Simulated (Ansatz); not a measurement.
# MoNH (singlet): the correlation ladder, def2-SVP

How much of the correlation energy of MoNH (singlet) does each wave-function method recover here?

Program: Ansatz 0.2.0, Gaussian basis. Level of theory: def2-SVP, core rule «outside noble gas», up to 5 orbitals frozen. These are calculated values, not measurements.

Plan: UHF; CCSD(T) on RHF; CCSD(T) on UHF; CISD; CCSDT(Q) on RHF; CCSDT(Q) on UHF; CCSDTQ on RHF; CASSCF and MRCISD+Q, 12 electrons in 11 orbitals; CASSCF and NEVPT2, 12 electrons in 11 orbitals.

4 further runs of the same task are left out: 4 set aside as unsound or not needed.

## Step 1: The system

The geometry is a PBE0/def2-TZVP stationary point (not a proven minimum). No spin-orbit coupling is included. Elements past krypton take def2 core potentials.

3 atoms, charge 0, spin multiplicity 1.

Atoms are counted from 1 here; the program's logs count them from 0.

Bond lengths: Mo1–N2 1.662 Å, N2–H3 1.015 Å. Angles: Mo1–N2–H3 180.0°.

## Step 2: UHF

Input file in.yaml:

```yaml
crystal:
  periodic: [false, false, false]
  atoms:
    - {symbol: Mo, position_ang: [0.000000, 0.000000, 1.446270]}
    - {symbol: N, position_ang: [0.000000, 0.000000, -0.215519]}
    - {symbol: H, position_ang: [0.000000, 0.000000, -1.230751]}
basis:
  gaussian: {orbitals: def2-SVP}
magnetization: {spin_polarized: true, initial_magnetization: 0}
hamiltonian: {xc: hf}
output: {orbitals: {seedname: orbitals}}
```

Started as:

```bash
$ ansatz run in.yaml --threads 1 --pin off --events-out ev --progress --plain --max-ram 3968MiB --backend cpu
```

The runs that follow: CCSD(T) on RHF; CCSD(T) on UHF; CISD; CCSDT(Q) on RHF; CCSDT(Q) on UHF; CCSDTQ on RHF; CASSCF and MRCISD+Q, 12 electrons in 11 orbitals; CASSCF and NEVPT2, 12 electrons in 11 orbitals.

Before running them: what should the planned runs give, taken together? Wanted: RCCSDTQ below the RHF energy; RMP2 from RCCSDTQ; RCCSD from RCCSDTQ; RCCSD(T) from RCCSDTQ; RCCSDT(Q) from RCCSDTQ; NEVPT2 valence from RCCSDTQ; MRCISD+Q valence from RCCSDTQ; T1 diagnostic; effectively unpaired electrons.

**Answer**, as computed:

| quantity | value |
| --- | --- |
| RCCSDTQ below the RHF energy | -9.9800 eV |
| RMP2 from RCCSDTQ | +530.3 meV |
| RCCSD from RCCSDTQ | +696.3 meV |
| RCCSD(T) from RCCSDTQ | +63.2 meV |
| RCCSDT(Q) from RCCSDTQ | -2.6 meV |
| NEVPT2 valence from RCCSDTQ | +1294.7 meV |
| MRCISD+Q valence from RCCSDTQ | +118.3 meV |
| levels within 1 kcal/mol (43 meV) | RCCSDT(Q) |
| T1 diagnostic | 0.037 |
| effectively unpaired electrons | 2.08 |

**Reading.** RCCSD(T) lands +63.2 meV from the yardstick (0.6 % of the correlation energy). The occupations show strong static correlation (2.1 unpaired electrons where one determinant has 0). Of the multireference levels listed MRCISD+Q valence comes nearest in total energy (+118.3 meV), which doesn't show that its space is the better one. Coupled cluster took another determinant than the lowest Hartree-Fock one. These misses are within one basis, not against nature.
